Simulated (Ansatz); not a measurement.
Runs of Ansatz 0.2.0 on Ba2Tl5V3O12. It takes space group P-42m (No. 111, tetragonal). Conventional cell: a = 10.975 Å, b = 10.975 Å, c = 6.604 Å, α = 90.00°, β = 90.00°, γ = 90.00°. Ba (site symmetry 222) has 4 O at 2.58 Å as nearest neighbours. Around V (site symmetry -42m) lie 4 O at 1.73 Å. V (site symmetry 222) is surrounded by 4 O at 1.73 Å. Around Tl (site symmetry -42m) lie 4 O at 2.65 Å. Tl (site symmetry m) has 3 O at 2.50 to 2.65 Å as nearest neighbours. O (site symmetry m) is surrounded by 1 V at 1.73 Å. O (site symmetry 1) has 1 V at 1.73 Å as nearest neighbours. The cell was built by a generator and needn't be a form met in nature.

```csv
task,level,potentials or basis,cell,k mesh,cutoff (eV),temperature,mesh quality,gap on the mesh (eV),pressure (GPa),moment (μB),largest force (eV/Å)
single point,PBE,Ansatz PAW,"atoms moved at random, drawn with an rms of 0.05 Å",3 × 3 × 4,420,-,not flagged,2.48,0.6,0.00,4.22
single point,PBE,Ansatz NC,as given,3 × 3 × 4,1240,-,not flagged,2.58,(b),0.00,(a)
relaxation of cell and atoms,PBEsol+D3(BJ),Ansatz PAW,relaxed,2 × 2 × 3,420,-,not flagged,2.31,0.0,0.00,-
single point,PBE,Ansatz PAW,as given,3 × 3 × 4,420,-,not flagged,2.57,0.0,0.00,-
```

Alike in all rows: spin collinear, ferromagnetic start; smearing fermi-dirac 0.05 eV.

Task: Estimate the missing entries.

Result: (a) 0.02; (b) 0.1.

Caveats: odd divisions of the mesh miss points on the zone boundary, where band edges often lie, so the gap on the mesh can be too wide; spin-orbit coupling is left out, which as a rule narrows the gap of such compounds by several tenths of an eV; the starting moments weren't kept; the plane-wave basis is chosen anew once the cell has moved, so the energies of steps on either side of that aren't comparable (some runs); the PAW data sets come from PBE, with cores solved anew for the run's functional, which leaves a small shift of forces and pressure (some runs).

A k mesh can miss the band edges, and the runs leave out spin-orbit coupling on Ba, Tl.
